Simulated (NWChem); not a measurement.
**One shape, several levels: GeSiH5 (SMILES [SiH2][GeH3])**

We compute a comparison of 5 runs (UHF/STO-3G, UHF/3-21G, UB3LYP/6-31G*, UTPSSh/pcseg-1) of GeSiH5. 

The calculation is run with NWChem 7.3.0.

## Step 1: The system as given

GeSiH5: 7 atoms, total charge 0, spin state doublet. As SMILES, `[SiH2][GeH3]`. The coordinates come from a PBE0-D4/def2-TZVP relaxation.

Bond lengths: Si1–Ge2 2.370 Å, Si1–H3 1.489 Å, Si1–H4 1.489 Å, Ge2–H5 1.537 Å, Ge2–H6 1.541 Å, Ge2–H7 1.537 Å. Angles: Si1–Ge2–H5 109.6°, Si1–Ge2–H6 112.0°, Si1–Ge2–H7 109.7°, Ge2–Si1–H3 113.4°, Ge2–Si1–H4 113.3°, H5–Ge2–H6 108.4°, H5–Ge2–H7 108.7°, H6–Ge2–H7 108.4°, H3–Si1–H4 109.6°.

## Step 2: Energy and forces at UHF/STO-3G (run 1)

Input file geh5si.nw:

```
start geh5si
memory 2200 mb
geometry units angstroms noautosym nocenter noautoz
   Si      -0.094700      -1.423600      -0.163400
   Ge       0.288700       0.914700      -0.097700
   H        0.173200      -2.103400       1.133900
   H       -1.456400      -1.784700      -0.645400
   H        0.037100       1.517100      -1.489000
   H       -0.633800       1.622900       0.913200
   H        1.746900       1.189100       0.302700
end
basis spherical bse
   * library STO-3G
end
scf
   nopen 1
   uhf
   thresh 1e-08
   maxiter 80
end
task scf gradient
```

Command:

```bash
$ nwchem geh5si.nw > geh5si.out
```

Output:

```text
[...]
  functions       =    32
[...]
  wavefunction    = UHF
[...]
         Total SCF energy =  -2340.229908641836
      One electron energy =  -3606.752696472500
      Two electron energy =   1104.648933866244
 Nuclear repulsion energy =    161.873853964420
                       Sz =      0.5000
                 Sz(Sz+1) =      0.7500
                      S^2 =      0.7539
[...]
                         UHF ENERGY GRADIENTS
    atom               coordinates                        gradient
                 x          y          z           x          y          z
   1 Si     -0.178957  -2.690214  -0.308781    0.011077   0.007109  -0.008868
   2 Ge      0.545564   1.728532  -0.184626   -0.000702  -0.018967  -0.002669
   3 H       0.327301  -3.974850   2.142760    0.009859  -0.016592   0.025135
   4 H      -2.752197  -3.372594  -1.219629   -0.026508  -0.009468  -0.014582
   5 H       0.070109   2.866903  -2.813802   -0.007278   0.014547  -0.037354
   6 H      -1.197708   3.066836   1.725698   -0.025268   0.017584   0.027382
   7 H       3.301162   2.247073   0.572020    0.038819   0.005787   0.010956
[...]
```

It took 3.3 s on 1 thread of Intel Xeon Platinum 8488C (Sapphire Rapids), shared host; peak memory 0.098 GiB.

## Step 3: Energy and forces at UHF/3-21G (run 2)

Input file run.py:

```python
from ase import Atoms
from ase.calculators.nwchem import NWChem

system = Atoms(['Si', 'Ge', 'H', 'H', 'H', 'H', 'H'], positions=[
    [-0.094700, -1.423600, -0.163400],
    [0.288700, 0.914700, -0.097700],
    [0.173200, -2.103400, 1.133900],
    [-1.456400, -1.784700, -0.645400],
    [0.037100, 1.517100, -1.489000],
    [-0.633800, 1.622900, 0.913200],
    [1.746900, 1.189100, 0.302700],
])

calc = NWChem(
    label='sp',
    theory='scf',
    memory='2200 mb',
    basis='3-21G',
    basispar='spherical bse',
    scf={'nopen': '1', 'uhf': None, 'thresh': '1e-08', 'maxiter': '80'},
)
system.calc = calc

forces = system.get_forces()
print("Total energy (eV):", round(system.get_potential_energy(), 6))
print("forces (eV/A):")
for s, f in zip(system.symbols, forces):
    print(f"{s:2s} {f[0]:10.5f} {f[1]:10.5f} {f[2]:10.5f}")
```

Command:

```bash
$ export ASE_NWCHEM_COMMAND="nwchem PREFIX.nwi > PREFIX.nwo"
$ python run.py
```

Output:

```text
Total energy (eV): -64098.441168
forces (eV/A):
Si   -0.12758   -0.43416    0.03810
Ge    0.09421    0.58873    0.01990
H     0.02185   -0.02612   -0.00869
H     0.00586   -0.02304   -0.02412
H    -0.00350   -0.02715   -0.01980
H    -0.00473   -0.04721   -0.00509
H     0.01388   -0.03106   -0.00031
```

The calculator wrote sp.nwi:

```
title "sp"

permanent_dir sp

scratch_dir sp

start sp

geometry units angstrom nocenter noautosym noautoz
  Si -9.4700000000000006e-02 -1.4236000000000000e+00 -1.6339999999999999e-01
  Ge 2.8870000000000001e-01 9.1469999999999996e-01 -9.7699999999999995e-02
  H  1.7319999999999999e-01 -2.1034000000000002e+00 1.1338999999999999e+00
  H  -1.4563999999999999e+00 -1.7847000000000000e+00 -6.4539999999999997e-01
  H  3.7100000000000001e-02 1.5170999999999999e+00 -1.4890000000000001e+00
  H  -6.3380000000000003e-01 1.6229000000000000e+00 9.1320000000000001e-01
  H  1.7468999999999999e+00 1.1891000000000000e+00 3.0270000000000002e-01
end

memory 2200 mb

basis spherical bse noprint
   * library 3-21G
end

scf
  nopen 1
  uhf
  thresh 1e-08
  maxiter 80
end

task scf gradient
```

sp.nwo (excerpt; [...] marks lines left out):

```text
[...]
      One electron energy =  -3609.075882397185
[... 1 line left out ...]
 Nuclear repulsion energy =    161.873853964419
[... 48 lines left out ...]
          Final beta eigenvalues
[... 236 lines left out ...]
                     UHF Final Beta Molecular Orbital Analysis
[...]
  wavefunction    =   UHF
                         UHF ENERGY GRADIENTS
    atom               coordinates                        gradient
                 x          y          z           x          y          z
   1 Si     -0.178957  -2.690214  -0.308781    0.002481   0.008443  -0.000741
   2 Ge      0.545564   1.728532  -0.184626   -0.001832  -0.011449  -0.000387
   3 H       0.327301  -3.974850   2.142760   -0.000425   0.000508   0.000169
   4 H      -2.752197  -3.372594  -1.219629   -0.000114   0.000448   0.000469
   5 H       0.070109   2.866903  -2.813802    0.000068   0.000528   0.000385
   6 H      -1.197708   3.066836   1.725698    0.000092   0.000918   0.000099
   7 H       3.301162   2.247073   0.572020   -0.000270   0.000604   0.000006
[...]
```

Wall time 4.5 s (1 thread of Intel Xeon Platinum 8488C (Sapphire Rapids), shared host); peak memory 0.098 GiB.

Runs 3 to 4 aren't shown in full; the table further down has their settings and results.

## Step 4: Energy and forces at UTPSSh/pcseg-1 (run 5)

Input file a.xyz:

```xyz
7

Si    -0.094700    -1.423600    -0.163400
Ge     0.288700     0.914700    -0.097700
H      0.173200    -2.103400     1.133900
H     -1.456400    -1.784700    -0.645400
H      0.037100     1.517100    -1.489000
H     -0.633800     1.622900     0.913200
H      1.746900     1.189100     0.302700
```

Input file a.nw:

```
start a
memory stack 880 mb heap 220 mb global 1100 mb

geometry units angstroms noautosym nocenter noautoz
  load a.xyz
end

basis spherical bse
  * library pcseg-1
end

dft
  xc xctpssh
  mult 2
  grid xfine
  convergence energy 1e-08
  maxiter 100
  mulliken
end

task dft gradient
```

Command:

```bash
$ nwchem a.nw > a.out
```

Output:

```text
[...]
          Wavefunction type:  spin polarized.
          No. of atoms     :     7
          No. of electrons :    51
[...]
          Charge           :     0
          Spin multiplicity:     2
[...]
          AO basis - number of functions:    70
[...]
              XC Information
              --------------
                  TPSS hybrid Method XC Functional
                     Hartree-Fock (Exact) Exchange  0.100
                  TPSS metaGGA Exchange Functional  0.900
             TPSS03 metaGGA Correlation Functional  1.000
[...]
 d= 0,ls=0.0,diis     1  -2369.1568550959 -2.53D+03  5.53D-03  4.11D-02     5.6
[...]
 d= 0,ls=0.0,diis     9  -2369.1872413522 -1.62D-09  4.65D-07  1.83D-10    45.0
[...]
         Total DFT energy =    -2369.187241352240
      One electron energy =    -3621.326006584135
           Coulomb energy =     1192.013842113476
    Exchange-Corr. energy =     -101.748930846000
 Nuclear repulsion energy =      161.873853964420
[...]
      Total Density - Mulliken Population Analysis
     ---------------------------------------------
    Atom       Charge   Shell Charges
 -----------   ------   -------------------------------------------------------
    1 Si  14    13.73   2.00  1.99  1.00  0.39  5.98  2.05  0.24  0.08
    2 Ge  32    32.20   2.00  2.00  2.00  0.98  0.45  6.00  5.98  1.40  1.27  9.98  0.15
    3 H    1     1.07   0.75  0.31  0.01
    4 H    1     1.07   0.75  0.31  0.01
    5 H    1     0.98   0.75  0.22  0.01
    6 H    1     0.98   0.75  0.22  0.01
    7 H    1     0.98   0.75  0.22  0.01
[...]
      <S2> =      0.7533 (Exact =     0.7500)
[...]
  wavefunction    = open shell
                         DFT ENERGY GRADIENTS
    atom               coordinates                        gradient
                 x          y          z           x          y          z
   1 Si     -0.178957  -2.690214  -0.308781   -0.000359   0.001936   0.000697
   2 Ge      0.545564   1.728532  -0.184626   -0.000357  -0.001827   0.000005
   3 H       0.327301  -3.974850   2.142760    0.000034   0.000211  -0.000579
   4 H      -2.752197  -3.372594  -1.219629    0.000612   0.000097   0.000013
   5 H       0.070109   2.866903  -2.813802   -0.000166  -0.000084  -0.000589
   6 H      -1.197708   3.066836   1.725698   -0.000329  -0.000129   0.000307
   7 H       3.301162   2.247073   0.572020    0.000565  -0.000203   0.000146
[...]
```

Wall time 57 s (1 thread of Intel Xeon Platinum 8488C (Sapphire Rapids), shared host); peak memory 0.14 GiB.

## Step 5: Overview of the runs

| run | level | Cartesian functions | iteration cap | energy (Eh) | dipole moment (D) | HOMO energy (eV) | LUMO energy (eV) | wall time |
| --- | --- | --- | --- | --- | --- | --- | --- | --- |
| 1 | UHF/STO-3G | no | 80 | -2340.229909 | 0.66 | -6.20 | 6.36 | 3.3 s |
| 2 | UHF/3-21G | no | 80 | -2355.574285 | 0.26 | -8.83 | 0.84 | 4.5 s |
| 3 | UB3LYP/6-31G* (Cartesian functions) | yes | 100 | -2369.211640 | – | – | – | 41 s |
| 4 | UB3LYP/6-31G* (spherical functions) | no | 100 | -2369.204856 | – | – | – | 39 s |
| 5 | UTPSSh/pcseg-1 | no | 100 | -2369.187241 | 0.05 | -5.79 | -3.24 | 57 s |

## Step 6: Summary of results

| quantity | value |
| --- | --- |
| run 5: total energy | -2369.18724 Eh |
| run 5: dipole moment | 0.05 D |
| run 5: HOMO energy (highest over α and β) | -5.79 eV |
| run 5: LUMO energy (lowest over α and β) | -3.24 eV |
| run 5: ⟨S²⟩ | 0.753 |
| run 5: largest force on an atom | 0.107 eV/Å |

What this shows: Over runs 1, 2, 5 the dipole moment (its size) runs from 0.05 D (UTPSSh/pcseg-1) to 0.66 D (UHF/STO-3G). The two ends differ in method and basis. Totals of different functionals can't be ranked against each other. In run 1 the basis is minimal, so the values are rough. All runs together took 2.4 min, the longest 57 s.
